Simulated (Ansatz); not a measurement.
# SbPd6S (R-3m) in Ansatz: reference runs

Aim: a first look at SbPd6S with PBE, on the cell as given and on a disturbed one.

All numbers are computed with Ansatz 0.2.0; they aren't measurements. Logs are shortened: lines on timing, memory, paths and dates and some standing lists are left out, and cuts for length are marked.

### Step 1. Starting point

Symmetry: R-3m, No. 166, trigonal system. The conventional cell has a = 4.530 Å, b = 4.530 Å, c = 21.752 Å, α = 90.00°, β = 90.00°, γ = 120.00°. Sb (site symmetry -3m) is surrounded by 14 Pd at 2.82 to 3.14 Å. Pd (site symmetry 3m) has 8 Pd at 2.70 to 2.83 Å as nearest neighbours. Pd (site symmetry 3m) is surrounded by 7 Pd at 2.70 to 3.07 Å and 3 S at 2.74 Å and 1 Sb at 2.82 Å. Pd (site symmetry 3m) has 1 S at 2.58 Å and 4 Pd at 2.70 to 2.77 Å and 3 Sb at 2.82 Å as nearest neighbours. S (site symmetry -3m) is surrounded by 8 Pd at 2.58 to 2.74 Å.

The cell comes from a database or a generator and needn't be the stable form of this composition.

### Step 2. Single point, PBE

The input, input.yaml:

```yaml
crystal:
  lattice:
    - [2.2648899113, 1.3076348, 7.250786179]
    - [-2.2648899113, 1.3076348, 7.250786179]
    - [0.0, -2.6152695999, 7.250786179]
  atoms:
    - { symbol: Sb, position: [0.5, 0.5, 0.5] }
    - { symbol: Pd, position: [0.753757, 0.753757, 0.753757] }
    - { symbol: Pd, position: [0.246243, 0.246243, 0.246243] }
    - { symbol: Pd, position: [0.3705, 0.3705, 0.3705] }
    - { symbol: Pd, position: [0.881259, 0.881259, 0.881259] }
    - { symbol: Pd, position: [0.118741, 0.118741, 0.118741] }
    - { symbol: Pd, position: [0.6295, 0.6295, 0.6295] }
    - { symbol: S, position: [0.0, 0.0, 0.0] }
hamiltonian:
  xc: pbe
  pseudopotentials: { kind: paw }
kpoints:
  mp_grid: { grid: [7, 7, 7] }
scf:
  occupations: { method: fermi_dirac, width: 0.05 }
output:
  forces: true
  stress: true
  eigenvalues: true
```

Potentials or basis: Ansatz PAW.

The run is started by

```bash
ansatz run input.yaml --threads 4 --pin off --max-ram 10240MiB --backend cpu --events-out ev --progress --plain --runs-dir out
```

Log:

```text
Warning: RAYON_NUM_THREADS=4 ignored (pool sized by the plan → 4); use --threads N
basis.fft_grid_basis auto: the FFT boxes are laid along the combinations [[1, 0, -1], [0, 1, -1], [0, 0, 1]] of the cell's own vectors, 4.530, 4.530 and 7.708 Å long. The dense box has 32×32×54 points. Along the cell's own vectors, as sized, it would have 54×54×54, 2.85 times as many. Of the 12 symmetry operations that the crystal satisfies within crystal.symmetry.tolerance (time reversal apart; of a slab, those that keep its plane) the dense box along the cell's own vectors carries 12, and the one as laid loses 8 of those. basis.fft_grid_basis: typed keeps the cell's own vectors: state it where this run's energies or levels are differenced outside the engine with another run's, or held beside a run that keeps those vectors.
Engine: ansatz 0.2.0, aarch64-unknown-linux-gnu
Pseudopotentials: kind: paw
Pseudopotential: Sb, paw, valence charge 15, recommended cutoff 420 eV (normal), Sb.paw.azcp
Pseudopotential: Pd, paw, valence charge 18, recommended cutoff 420 eV (normal), Pd.paw.azcp
Pseudopotential: S, paw, valence charge 6, recommended cutoff 420 eV (normal), S.paw.azcp
Functional definition: PBE
  parameter kappa = 0.804
  parameter beta = 0.06672455060314922
  exchange = pbe_x(kappa = kappa, mu = beta*pi^2/3)
  correlation = pbe_c(beta = beta)
Crystal: 8 atoms, lattice volume = 128.846 Å³
Basis set: ecut = 420 eV, 2491 PW (Γ), FFT grids on a1−a3, a2−a3, a3, exchange–correlation on 64×64×108 points (8 copies of the dense FFT grid, shifted against one another)
Bands: 78, of which v1, the nominal top of the filled ones, is band 65 counted from 1 (64 counted from 0)
Symmetry: 12 space group operations
Space group: R-3m (ITA 166), of the structure as read, at distance tolerance 5.1e-5 Å
k-points: 44 of 343
Non-local potential: Sb, projectors of the file, l = 0: 2, l = 1: 2, l = 2: 2, l = 3: 2
Non-local potential: Pd, projectors of the file, l = 0: 2, l = 1: 2, l = 2: 2, l = 3: 1
Non-local potential: S, projectors of the file, l = 0: 2, l = 1: 2, l = 2: 2
PAW form: soft (Blöchl's): semilocal exchange-correlation on the pseudo side does not see the compensation charge
PAW one-centre angular grid: Sb, 590 points (default); XC on 64 Gauss nodes
PAW one-centre angular grid: Pd, 590 points (default); XC on 64 Gauss nodes
PAW one-centre angular grid: S, 110 points (default); XC on 64 Gauss nodes
Initial density: superposition of atomic densities (neutral atoms: chi_scale 0, normalization atom), corrected by the library's trained network
Initial wavefunctions: pseudopotential atomic-orbital guess
Functional: x = pbe(κ = 0.804, μ = 0.2195149727645171), c = pbe(β = 0.06672455060314922)
SCF iter   1: F=—  HF=-49224.806589 eV  |F-HF|=—  |Δ(HF+E_count)|=         —  Δρ=3.69e-3  dr2=2.57e-2  ethr=1.77e-3  ⟨swp⟩=6.0  Hψ=13046  notcnv=0  defer=5
preconditioner: auto → Kerker (q_TF=auto, 2.729 Å⁻¹)  [metal: Δε(μ)=0.009 eV  Ē_g=8.019 eV  σ=0.050 eV  W_gap=0.05  n_scr=36 (ndim 8)  ℏωp=27.6 eV  f_vac=0.000  D(μ)=4.62/eV (n_scr^D=28)]
SCF iter   2: F=—  HF=-49224.806678 eV  |F-HF|=—  |Δ(HF+E_count)|=   8.95e-5  Δρ=2.16e-3  dr2=1.10e-2  ethr=2.00e-5  ⟨swp⟩=1.7  Hψ=4354  notcnv=0  defer=49
SCF iter   3: F=—  HF=-49224.805837 eV  |F-HF|=—  |Δ(HF+E_count)|=   8.41e-4  Δρ=3.60e-4  dr2=5.13e-4  ethr=8.53e-6  ⟨swp⟩=2.0  Hψ=3800  notcnv=0  defer=49
SCF iter   4: F=—  HF=-49224.805784 eV  |F-HF|=—  |Δ(HF+E_count)|=   5.33e-5  Δρ=1.24e-4  dr2=5.72e-5  ethr=3.98e-7  ⟨swp⟩=1.7  Hψ=3569  notcnv=0  defer=49
SCF iter   5: F=—  HF=-49224.805794 eV  |F-HF|=—  |Δ(HF+E_count)|=   1.02e-5  Δρ=4.33e-5  dr2=7.84e-6  ethr=4.44e-8  ⟨swp⟩=2.6  Hψ=5077  notcnv=0  defer=49
SCF iter   6: F=—  HF=-49224.805793 eV  |F-HF|=—  |Δ(HF+E_count)|=   9.18e-7  Δρ=1.37e-5  dr2=7.93e-7  ethr=6.07e-9  ⟨swp⟩=2.0  Hψ=4721  notcnv=0  defer=49
SCF iter   7: F=-49224.805793 eV  HF=-49224.805793 eV  |F-HF|=4.23e-8  |Δ(HF+E_count)|=   7.82e-8  Δρ=4.86e-6  dr2=5.82e-8  ethr=7.75e-11  ⟨swp⟩=8.8  Hψ=13794  notcnv=0
SCF 1 converged in 7 iterations: F = -49224.805793 eV  dr2 = 5.82e-8
SCF converged after 7 iterations
Free energy (F): -49224.805793 eV
Harris-Foulkes:  -49224.805793 eV  (|F-HF|=4.23e-8)
Internal energy: -49224.767202 eV  (E = F + TS)
E sigma→0 (E₀):  -49224.786497 eV
Entropy (-TS):   -0.038591 eV (-4.824 meV/atom)
Fermi energy:    17.433115 eV
--- Per-component energies (eV) ---
  E_band       = -1079.411083
  E_kinetic    = 3400.706174
  E_local      = -13297.716710  (includes V_loc(G=0)·N_el)
  E_nonlocal   = 1702.950309
  E_hartree    = 5527.472457
  E_xc         = -1246.391012
  E_vxc        = -1452.086989  (∫ρ·V_xc dr)
  E_paw        = -27685.003108  (= ΣΔE_a)
  E_vpaw       = -2488.195070  (= ΣTr[D̂ρ^β])
  E_aug_tail   = 0.001178  (compensation charges beyond the density's cutoff)
  E_ewald      = -17626.786489
  E_smearing   = -0.038591  (= −TS)
  E_closure    = 0.000000  (closes the sum)
  Σ components = -49224.805793   (vs F -49224.805793, Δ=0.00e0)
--- Forces (eV/Å), atoms counted from 1 ---
  atom   1  Sb     0.00000000     0.00000000     0.00000000
  atom   2  Pd     0.00000000     0.00000000     0.19409986
  atom   3  Pd     0.00000000    -0.00000000    -0.19409986
  atom   4  Pd     0.00000000     0.00000000     0.01141429
  atom   5  Pd     0.00000000     0.00000000     0.08186663
  atom   6  Pd     0.00000000    -0.00000000    -0.08186663
  atom   7  Pd     0.00000000    -0.00000000    -0.01141429
  atom   8  S      0.00000000     0.00000000     0.00000000
  max |Σ_I F_I| component: 3.47e-17 eV/Å
--- Stress (GPa, compression-positive) ---
       -0.960461       0.000000       0.000000
       -0.000000      -0.960461       0.000000
        0.000000       0.000000      -0.854873
  P = ⅓ Tr σ = -0.9253 GPa (-9.253 kbar)
--- Band table (eV; the first three rows and the last of 44) ---
  k-point 0: bands = ["-66.8343", "-66.8321", "-66.5661", "-66.5594", "-66.3624", "-66.3607", "-32.6150", "-32.6043", "-32.6043", "-32.6006", "-32.5924", "-32.5924", "-32.3914", "-32.3799", "-32.3161", "-32.3161", "-32.2833", "-32.2833", "-32.1190", "-32.1113", "-32.0978", "-32.0978", "-32.0909", "-32.0909", "-12.0277", "-12.0277", "-12.0242", "-12.0131", "-12.0131", "3.6596", "6.6154", "11.1268", "12.0050", "12.0050", "12.1427", "12.5776", "12.5776", "13.0080", "13.0080", "13.7782", "13.8964", "13.8964", "14.0732", "14.2955", "14.2955", "14.5696", "14.5696", "14.8661", "14.8661", "15.2076", "15.6723", "15.8789", "15.8789", "16.0754", "16.0754", "16.0965", "16.0965", "16.2228", "16.3114", "16.3688", "16.3688", "16.6028", "16.6028", "17.8832", "17.8832", "18.5509", "18.7037", "19.9787", "19.9787", "22.0793", "22.0793", "23.0496", "23.0496", "23.0557", "23.2951", "24.6199", "25.3644", "25.4779"]
  k-point 1: bands = ["-66.8341", "-66.8320", "-66.5657", "-66.5596", "-66.3625", "-66.3610", "-32.6167", "-32.6057", "-32.6040", "-32.6006", "-32.5934", "-32.5900", "-32.3924", "-32.3818", "-32.3167", "-32.3131", "-32.2827", "-32.2818", "-32.1179", "-32.1109", "-32.1002", "-32.0963", "-32.0932", "-32.0902", "-12.0281", "-12.0276", "-12.0240", "-12.0131", "-12.0129", "3.7049", "6.7129", "11.2769", "11.7915", "12.0772", "12.1524", "12.4045", "12.5992", "13.1399", "13.2332", "13.6740", "13.8741", "13.8777", "14.0560", "14.2998", "14.3515", "14.4546", "14.5887", "14.8057", "14.8119", "15.2101", "15.4554", "15.7170", "15.7275", "15.9908", "16.0073", "16.0542", "16.1120", "16.3107", "16.3288", "16.4186", "16.5039", "16.6543", "16.7031", "17.7159", "17.7939", "18.5348", "18.6750", "19.5551", "20.0759", "21.7625", "22.1435", "22.5754", "22.8859", "23.1364", "23.7506", "24.7390", "25.6126", "25.9170"]
  k-point 2: bands = ["-66.8336", "-66.8321", "-66.5648", "-66.5603", "-66.3627", "-66.3616", "-32.6188", "-32.6086", "-32.6067", "-32.5974", "-32.5956", "-32.5857", "-32.3936", "-32.3860", "-32.3178", "-32.3065", "-32.2814", "-32.2802", "-32.1166", "-32.1104", "-32.1035", "-32.0982", "-32.0928", "-32.0887", "-12.0288", "-12.0272", "-12.0236", "-12.0132", "-12.0124", "3.8064", "6.9614", "11.3581", "11.6230", "12.0264", "12.2616", "12.4129", "12.6879", "13.3867", "13.3960", "13.6940", "13.8191", "13.8800", "14.0257", "14.0869", "14.2929", "14.3613", "14.6260", "14.7850", "14.8178", "15.0601", "15.1062", "15.2494", "15.5328", "15.7613", "15.9463", "16.1535", "16.2194", "16.2403", "16.2955", "16.5376", "16.6528", "16.7263", "16.9394", "17.2781", "17.3344", "18.3089", "18.6813", "18.9685", "20.1480", "21.1128", "22.3400", "22.6505", "22.9634", "23.6837", "24.1272", "24.5515", "25.3119", "26.4738"]
  k-point 43: bands = ["-66.8341", "-66.8321", "-66.5658", "-66.5596", "-66.3619", "-66.3615", "-32.6176", "-32.6057", "-32.6047", "-32.6009", "-32.5933", "-32.5899", "-32.3908", "-32.3796", "-32.3167", "-32.3132", "-32.2826", "-32.2818", "-32.1206", "-32.1119", "-32.0973", "-32.0943", "-32.0942", "-32.0921", "-12.0281", "-12.0276", "-12.0240", "-12.0131", "-12.0129", "3.7264", "6.6650", "11.3109", "11.4657", "11.9676", "12.2938", "12.6374", "12.6443", "13.4517", "13.4531", "13.7299", "13.7935", "13.9022", "13.9382", "14.0693", "14.2612", "14.4136", "14.4866", "14.7924", "14.9452", "14.9633", "15.2082", "15.4783", "15.5674", "15.8743", "16.0035", "16.1394", "16.1837", "16.2337", "16.3280", "16.5718", "16.7455", "16.8501", "17.6765", "17.7976", "17.8782", "18.3803", "19.1978", "19.4655", "19.7989", "21.0416", "21.9364", "22.2005", "22.6385", "22.6830", "23.6417", "24.3442", "24.6264", "25.9527"]
```

Run time: 4.9 s. Hardware: 4 threads of Arm Neoverse V2, shared host; peak memory 0.71 GiB.

Results:

- Free energy: -49224.8058 eV
- Pressure: -0.9 GPa
- Largest force: 0.194 eV/Å
- Band gap on the k mesh: none (metal or under the smearing width)

Forces on the atoms (eV/Å):
```
Sb   0.000  0.000  0.000
Pd   0.000  0.000  0.194
Pd   0.000  0.000 -0.194
Pd   0.000  0.000  0.011
Pd   0.000  0.000  0.082
Pd   0.000  0.000 -0.082
Pd   0.000  0.000 -0.011
S    0.000  0.000  0.000
```

Levels at points of the mesh, in eV from the Fermi level:
```tsv
k point	band 63	band 64	band 65	band 66	band 67	band 68
(0.00, 0.00, 0.00)	-0.83	0.45	0.45	1.12	1.27	2.55
```

[end of part 1 of 2]
